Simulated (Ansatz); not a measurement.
# Zn (hcp type): the cost of one run

Method: DFT LDA, with the methods named in each step, in Ansatz 0.2.0.

## Step 1: The starting structure

The structure is hexagonal, space group P6_3/mmc (No. 194). Conventional cell: a = 2.785 Å, b = 2.785 Å, c = 4.512 Å, α = 90.00°, β = 90.00°, γ = 120.00°. Around Zn (site symmetry -6m2) lie 12 Zn at 2.77 to 2.79 Å.

Structure file:

```
CELL_PARAMETERS angstrom
2.78508 0.00000 0.00000
-1.39254 2.41195 0.00000
0.00000 0.00000 4.51182
ATOMIC_POSITIONS crystal
Zn 0.33333 0.66667 0.25000
Zn 0.66667 0.33333 0.75000
```

Atoms are numbered in the order of the input: Zn1, Zn2.

## Step 2: The bond as given, LAPW

Input file input.yaml:

```yaml
crystal:
  lattice:
    - [2.7850770257, 0.0, 0.0]
    - [-1.3925385129, 2.4119474558, 0.0]
    - [0.0, 0.0, 4.5118247817]
  atoms:
    - { symbol: Zn, position: [0.3333333333, 0.6666666667, 0.25] }
    - { symbol: Zn, position: [0.6666666667, 0.3333333333, 0.75] }
kpoints:
  mp_grid: { grid: [12, 12, 7] }
scf:
  occupations: { method: fermi_dirac, width: 0.05 }
hamiltonian:
  xc: lda
  pseudopotentials: { kind: all_electron, lapw: { basis_error: 0.001 } }
output:
  forces: true
  stress: true
  eigenvalues: true
  populations: true
```

The run is started by

```console
> ansatz run input.yaml --threads 1 --pin off --max-ram 2048MiB --backend cpu --events-out ev --progress --plain --runs-dir out
```

**Question.** How long does this run take on 1 thread of Arm Neoverse V1, shared host, and how much memory does it need?

About 14 s, with a peak of 0.33 GiB.
